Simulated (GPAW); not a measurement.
# HfB (Fm-3m) in GPAW: single point with PBE

Aim: the single point of HfB with PBE.

Everything below comes from runs of GPAW 26.7.0. Logs are shortened: lines on timing, memory, paths and dates and some standing lists are left out, and cuts for length are marked. The log counts tension as positive stress, the text compression.

## (1) The crystal as given

The structure is cubic, space group Fm-3m (No. 225). Conventional cell: a = 4.620 Å, b = 4.620 Å, c = 4.620 Å, α = 90.00°, β = 90.00°, γ = 90.00°. Hf (site symmetry m-3m) has 6 B at 2.31 Å as nearest neighbours. B (site symmetry m-3m) has 6 Hf at 2.31 Å as nearest neighbours.

## (2) Single point, PBE

run.py reads:

```python
from ase.io import read
from gpaw import PW
from gpaw.dft import DFT

atoms = read('HfB.xyz')

dft = DFT(atoms,
          mode=PW(800),
          xc='PBE',
          kpts={'size': (10, 10, 10), 'gamma': True},
          occupations={'name': 'fermi-dirac', 'width': 0.05},
          nbands=17,
          convergence={'density': 1e-05, 'energy': 1e-05},
          maxiter=150,
          txt='gpaw.txt')
print(f'Energy: {dft.calculate_energy():.6f} eV')
print('Forces (eV/A):')
print(dft.calculate_forces().round(4))
print('Stress (eV/A^3):', dft.calculate_stress().round(6))
dft.write_gpw_file('gs.gpw')
```

HfB.xyz reads:

```xyz
2
Lattice="0.0000000000 2.3100000000 2.3100000000 2.3100000000 0.0000000000 2.3100000000 2.3100000000 2.3100000000 0.0000000000" Properties=species:S:1:pos:R:3 pbc="T T T"
Hf     2.3100000000      2.3100000000      2.3100000000
B      0.0000000000      0.0000000000      0.0000000000
```

Potentials or basis: GPAW PAW data sets (gpaw-data 1.2.1), pw.

On the command line:

```console
OMP_NUM_THREADS=1 python run.py
```

gpaw.txt:

```text
Diagonalizing LCAO Hamiltonian
Converting LCAO to pw mode

               Hf

       B

Atoms  # Å, Bohr magnetons
|   | symbol |        x |        y |        z |    initial magnetic moments |
|---|--------|----------|----------|----------|-----------------------------|
| 0 |     Hf | 2.310000 | 2.310000 | 2.310000 | ( 0.0000,  0.0000,  0.0000) |
| 1 |      B | 0.000000 | 0.000000 | 0.000000 | ( 0.0000,  0.0000,  0.0000) |

Unit cell  # Å
| periodic |        x |        y |        z |  lengths |    angles |
|----------|----------|----------|----------|----------|-----------|
|      yes | 0.000000 | 2.310000 | 2.310000 | 3.266833 | 60.000000 |
|      yes | 2.310000 | 0.000000 | 2.310000 | 3.266833 | 60.000000 |
|      yes | 2.310000 | 2.310000 | 0.000000 | 3.266833 | 60.000000 |

Number of symmetries: 48
Symmetry operations  # r_c * U_cc + t_c -> r_c
|    | kind |            matrix            |
|----|------|------------------------------|
|  0 |  σ   |  1, 0, 0,  1, 0,-1,  1,-1, 0 |
|  1 |  C2  |  1, 0, 0,  1,-1, 0,  1, 0,-1 |
|  2 |  E   |  1, 0, 0,  0, 1, 0,  0, 0, 1 |
|  3 |  σ   |  1, 0, 0,  0, 0, 1,  0, 1, 0 |
|  4 |  C4  |  1, 0,-1,  1, 0, 0,  1,-1, 0 |
|  5 |  S6  |  1, 0,-1,  1,-1, 0,  1, 0, 0 |
|  6 |  σ   |  1, 0,-1,  0, 1,-1,  0, 0,-1 |
|  7 |  C3  |  1, 0,-1,  0, 0,-1,  0, 1,-1 |
|  8 |  S6  |  1,-1, 0,  1, 0, 0,  1, 0,-1 |
|  9 |  C4  |  1,-1, 0,  1, 0,-1,  1, 0, 0 |
| 10 |  C3  |  1,-1, 0,  0,-1, 1,  0,-1, 0 |
| 11 |  σ   |  1,-1, 0,  0,-1, 0,  0,-1, 1 |
| 12 |  σ   |  0, 1, 0,  1, 0, 0,  0, 0, 1 |
| 13 |  C4  |  0, 1, 0,  0, 1,-1, -1, 1, 0 |
| 14 |  C3  |  0, 1, 0,  0, 0, 1,  1, 0, 0 |
| 15 |  S6  |  0, 1, 0, -1, 1, 0,  0, 1,-1 |
| 16 |  C2  |  0, 1,-1,  1, 0,-1,  0, 0,-1 |
| 17 |  σ   |  0, 1,-1,  0, 1, 0, -1, 1, 0 |
| 18 |  S4  |  0, 1,-1,  0, 0,-1,  1, 0,-1 |
| 19 |  C4  |  0, 1,-1, -1, 1, 0,  0, 1, 0 |
| 20 |  C3  |  0, 0, 1,  1, 0, 0,  0, 1, 0 |
| 21 |  σ   |  0, 0, 1,  0, 1, 0,  1, 0, 0 |
| 22 |  S6  |  0, 0, 1,  0,-1, 1, -1, 0, 1 |
| 23 |  C4  |  0, 0, 1, -1, 0, 1,  0,-1, 1 |
| 24 |  S4  |  0, 0,-1,  1, 0,-1,  0, 1,-1 |
| 25 |  C3  |  0, 0,-1,  0, 1,-1,  1, 0,-1 |
| 26 |  C2  |  0, 0,-1,  0,-1, 0, -1, 0, 0 |
| 27 |  S6  |  0, 0,-1, -1, 0, 0,  0,-1, 0 |
| 28 |  S4  |  0,-1, 1,  1,-1, 0,  0,-1, 0 |
| 29 |  C4  |  0,-1, 1,  0, 0, 1, -1, 0, 1 |
| 30 |  C2  |  0,-1, 1,  0,-1, 0,  1,-1, 0 |
| 31 |  σ   |  0,-1, 1, -1, 0, 1,  0, 0, 1 |
| 32 |  C3  |  0,-1, 0,  1,-1, 0,  0,-1, 1 |
| 33 |  S6  |  0,-1, 0,  0, 0,-1, -1, 0, 0 |
| 34 |  S4  |  0,-1, 0,  0,-1, 1,  1,-1, 0 |
| 35 |  C2  |  0,-1, 0, -1, 0, 0,  0, 0,-1 |
| 36 |  C2  | -1, 1, 0,  0, 1, 0,  0, 1,-1 |
| 37 |  S6  | -1, 1, 0,  0, 1,-1,  0, 1, 0 |
| 38 |  S4  | -1, 1, 0, -1, 0, 1, -1, 0, 0 |
| 39 |  C3  | -1, 1, 0, -1, 0, 0, -1, 0, 1 |
| 40 |  S6  | -1, 0, 1,  0, 0, 1,  0,-1, 1 |
| 41 |  C2  | -1, 0, 1,  0,-1, 1,  0, 0, 1 |
| 42 |  C3  | -1, 0, 1, -1, 1, 0, -1, 0, 0 |
| 43 |  S4  | -1, 0, 1, -1, 0, 0, -1, 1, 0 |
| 44 |  C2  | -1, 0, 0,  0, 0,-1,  0,-1, 0 |
| 45 |  i   | -1, 0, 0,  0,-1, 0,  0, 0,-1 |
| 46 |  σ   | -1, 0, 0, -1, 1, 0, -1, 0, 1 |
| 47 |  C2  | -1, 0, 0, -1, 0, 1, -1, 1, 0 |

BZ-sampling:
  Number of BZ points: 1000
  Number of IBZ points: 47

  Monkhorst-Pack size: [10, 10, 10]
  Monkhorst-Pack shift: [0.05, 0.05, 0.05]

K-points  # in reciprocal-cell coordinates
|     |                                coordinates |     weight |
|-----|--------------------------------------------|------------|
|   0 | (  0.00000000,   0.00000000,   0.00000000) | 0.00100000 |
|   1 | (  0.10000000,   0.10000000,   0.00000000) | 0.00600000 |
|   2 | (  0.10000000,   0.10000000,   0.10000000) | 0.00800000 |
|   3 | (  0.20000000,   0.10000000,   0.10000000) | 0.01200000 |
|   4 | (  0.20000000,   0.20000000,   0.00000000) | 0.00600000 |
|   5 | (  0.20000000,   0.20000000,   0.10000000) | 0.02400000 |
|   6 | (  0.20000000,   0.20000000,   0.20000000) | 0.00800000 |
|   7 | (  0.30000000,   0.20000000,   0.10000000) | 0.02400000 |
|   8 | (  0.30000000,   0.20000000,   0.20000000) | 0.02400000 |
|   9 | (  0.30000000,   0.30000000,   0.00000000) | 0.00600000 |
| ... |                                            |            |
|  46 | (  0.50000000,   0.50000000,   0.50000000) | 0.00400000 |

Plane wave coefficients: 1295
Cutoff: 800.0 eV

Spin-components: 1 (collinear spins)
Bands:           17
Projectors:      11
Spin-degeneracy: 2
Datatype:        complex128

Density:
  Valence electrons: 15.0
  Components: 1
  Grid points: [24 24 24]
  Charge: 0.0  # |e|

Potential:
  Grid points: [24 24 24]

species:
  Hf:
    name:    Hafnium
    Z:       72.0
    valence: 12
    core:    60
    charge:  0.0  # [|e|]
    compensation charges:
      type: gauss
      rc: 0.41  # [Å]
      lmax: 2
    cutoffs:
      filter: 2.36  # [Å]
      core: 4.02  # [Å]
    projectors
    | kind |    occ | energy [eV] | rcut [Å] |
    |------|--------|-------------|----------|
    |   5s |  2.000 |     -66.831 |    1.397 |
    |   6s |  2.000 |      -5.097 |    1.397 |
    |   5p |  6.000 |     -35.599 |    1.307 |
    |   6p |  0.000 |      -1.401 |    1.307 |
    |   5d |  2.000 |      -2.699 |    1.334 |
    |    d |        |      24.513 |    1.334 |

    Using partial waves for Hf as LCAO basis

  B:
    name:    Boron
    Z:       5.0
    valence: 3
    core:    2
    charge:  0.0  # [|e|]
    compensation charges:
      type: gauss
      rc: 0.20  # [Å]
      lmax: 2
    cutoffs:
      filter: 1.14  # [Å]
      core: 1.38  # [Å]
    projectors
    | kind |    occ | energy [eV] | rcut [Å] |
    |------|--------|-------------|----------|
    |   2s |  2.000 |      -9.443 |    0.635 |
    |   2p |  1.000 |      -3.606 |    0.635 |
    |    s |        |      17.768 |    0.635 |
    |    p |        |      23.605 |    0.635 |
    |    d |        |       0.000 |    0.635 |

    Using partial waves for B as LCAO basis

Reference energy: -410555.604843  # eV

eigensolver:
  PPCG
  Converge bands: occupied
  niter=2

density mixing:
  MSR1-Mixer
  Pratt-step length: 0.05
  Maximum mixing coefficient: 0.75
  Old densities: 10
  SVD Regularization: 0.005
  Good broyden scale: 1.0
  Trust region scale: 1.0
  Backstep threshold: 4.0
  History deletion threshold: 6.0
  Fourier metric: weight=20.0, sigma=0.015

occupation numbers:
  Fermi-Dirac:
    width: 0.0500  # eV

poisson solver:
  ecut: 6400.0  # eV

xc functional:
[... 9 lines left out ...]
|iter     | |      energy | eigst |  dens |
|---------|-|-------------|-------|-------|
|iter:   1| |  -15.541795 | -0.31 |       |
|iter:   2| |  -15.334427 | -2.61 | -0.97 |
|iter:   3| |  -14.669378 | -1.56 | -1.02 |
|iter:   4| |  -14.684645 | -3.50 | -1.84 |
|iter:   5| |  -14.690690 | -3.84 | -2.12 |
|iter:   6| |  -14.690688 | -6.44 | -3.50 |
|iter:   7| |  -14.690688c| -7.61c| -4.03 |
|iter:   8| |  -14.690688c| -8.26c| -4.64 |
|iter:   9| |  -14.690688c| -9.72c| -5.77c|
SCF steps: 9
Energy contributions relative to reference atoms: (reference = -410555.604843)

Energy contributions:
  Kinetic:          37.046232
  Coulomb:         -32.613115
  Zero:             -0.465747
  External:          0.000000
  Xc:              -18.652468
  Entropy:          -0.011179
  Spinorbit:         0.000000
  ----------------------------
  Free energy:     -14.696277
  Extrapolated:    -14.690688

Forces  # eV/Ang
|       x |        y |        z |
|---------|----------|----------|
| 0.00000 | -0.00000 | -0.00000 |  # Hf   0
| 0.00000 |  0.00000 | -0.00000 |  # B    1

Stress tensor  # eV/Ang^3
|         x |         y |         z |
|-----------|-----------|-----------|
| -0.198921 | -0.000000 | -0.000000 |
| -0.000000 | -0.198921 |  0.000000 |
| -0.000000 |  0.000000 | -0.198921 |

Writing to gs.gpw (mode='')

  __  _  _
 | _ |_)|_||  |
 |__||  | ||/\| - 26.7.0

Input parameters:
  mode=PW(ecut=800.0),
  convergence={'density': 1e-05, 'energy': 1e-05},
  kpts=MonkhorstPack(size=(10, 10, 10), gamma=True),
  maxiter=150,
  nbands=17,
  occupations=Occupations(name='fermi-dirac', width=0.05),
  xc=XC(name='PBE')
# Writing to gs.gpw (mode='')
```

Wall time 19 s (1 thread of Arm Neoverse V2, shared host); peak memory 0.17 GiB.

What came out:

```
Free energy            : -14.6963 eV
Pressure               : 31.9 GPa
Band gap on the k mesh : none (metal or under the smearing width)
```

Caveat: a pressure of tens of GPa on the cell as given is suspect, and the run, the potentials or the cell itself is likely at fault. Spin-orbit coupling is left out, which matters for the levels of Hf.

## (3) The reference run

An earlier run on the cell as given: functional PBE; potentials or basis GPAW PAW data sets (gpaw-data 1.2.1); cutoff 800 eV; basis pw; k mesh 10 × 10 × 10; occupations fermi-dirac, width 0.05 eV; no spin polarisation.

- Pressure: 31.9 GPa
- Band gap on the k mesh: none (metal or under the smearing width)
